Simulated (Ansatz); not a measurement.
# CH₆BNSi: small, medium and large basis sets

The task here is to estimate one member of a computed series from the others.

Computed with Ansatz 0.2.0, Gaussian basis. Level: one geometry, several basis sets.

Plan: PBE0-D4/def2-SVP; ωB97M-V/def2-SVP; PBE0-D4/def2-QZVPP; ωB97M-V/def2-QZVPP; the functionals' def2-TZVPP values are taken from earlier runs.

## The relaxed structure

An earlier PBE0-D4 in a triple-zeta def2 set relaxation fixed the geometry.

SMILES `CB1N[SiH2]1`, 10 atoms, charge 0, spin multiplicity 1.

Atoms are counted from 1 here; the program's logs count them from 0.

Bond lengths: C1–B2 1.552 Å, C1–H5 1.094 Å, C1–H6 1.094 Å, C1–H7 1.094 Å, B2–N3 1.382 Å, B2–Si4 1.940 Å, N3–Si4 1.755 Å, N3–H8 1.009 Å, Si4–H9 1.488 Å, Si4–H10 1.488 Å. Angles: B2–C1–H5 110.4°, B2–C1–H6 110.2°, B2–C1–H7 113.1°, H5–C1–H6 106.0°, H5–C1–H7 108.5°, H6–C1–H7 108.4°, C1–B2–N3 138.8°, C1–B2–Si4 160.1°, N3–B2–Si4 61.1°, B2–N3–Si4 75.4°, B2–N3–H8 137.6°, Si4–N3–H8 147.1°, B2–Si4–N3 43.6°, B2–Si4–H9 125.6°, B2–Si4–H10 125.6°, N3–Si4–H9 115.0°, N3–Si4–H10 115.0°, H9–Si4–H10 108.8°.

The first run:

in.yaml reads:

```yaml
crystal:
  periodic: [false, false, false]
  atoms:
    - {symbol: C, position_ang: [-1.190182, 0.684239, -1.058673]}
    - {symbol: B, position_ang: [-0.118927, 0.085433, -0.108763]}
    - {symbol: N, position_ang: [0.362532, -1.154865, 0.263945]}
    - {symbol: Si, position_ang: [1.313813, -0.011246, 1.195391]}
    - {symbol: H, position_ang: [-1.890824, 1.309515, -0.497754]}
    - {symbol: H, position_ang: [-0.717653, 1.343525, -1.792958]}
    - {symbol: H, position_ang: [-1.760208, -0.078534, -1.596277]}
    - {symbol: H, position_ang: [0.178337, -2.122295, 0.043322]}
    - {symbol: H, position_ang: [1.137403, -0.102076, 2.669606]}
    - {symbol: H, position_ang: [2.768610, -0.004996, 0.885163]}
basis:
  gaussian: {orbitals: def2-SVP}
hamiltonian: {xc: pbe0, dispersion: d4}
output: {orbitals: {seedname: orbitals}}
```

Run with:

```console
$ ansatz run in.yaml --threads 2 --pin off --events-out ev --progress --plain --max-ram 4352MiB
```

Steps of the session up to this table: PBE0-D4 in def2-SVP; ωB97M-V in def2-SVP; PBE0-D4 in def2-QZVPP; ωB97M-V in def2-QZVPP.

One of the session's tables, all rows but one given; the rest of the session is left out.

It belongs to the step «Density functionals: the series». 

| functional | basis | HOMO (eV) | LUMO (eV) |
| --- | --- | --- | --- |
| PBE0-D4 | def2-SVP | -6.73 | 0.40 |
| PBE0-D4 | def2-TZVPP | -6.76 | -0.04 |
| PBE0-D4 | def2-QZVPP | -6.77 | -0.19 |
| ωB97M-V | def2-SVP | -8.78 | 2.29 |
| ωB97M-V | def2-TZVPP | ? | ? |
| ωB97M-V | def2-QZVPP | -8.85 | 1.21 |

Q: Estimate the row for ωB97M-V, def2-TZVPP from the others.

As computed: HOMO (eV): -8.83; LUMO (eV): 1.58. In the column «HOMO (eV)» it lies between ωB97M-V, def2-QZVPP (-8.85) and ωB97M-V, def2-SVP (-8.78).
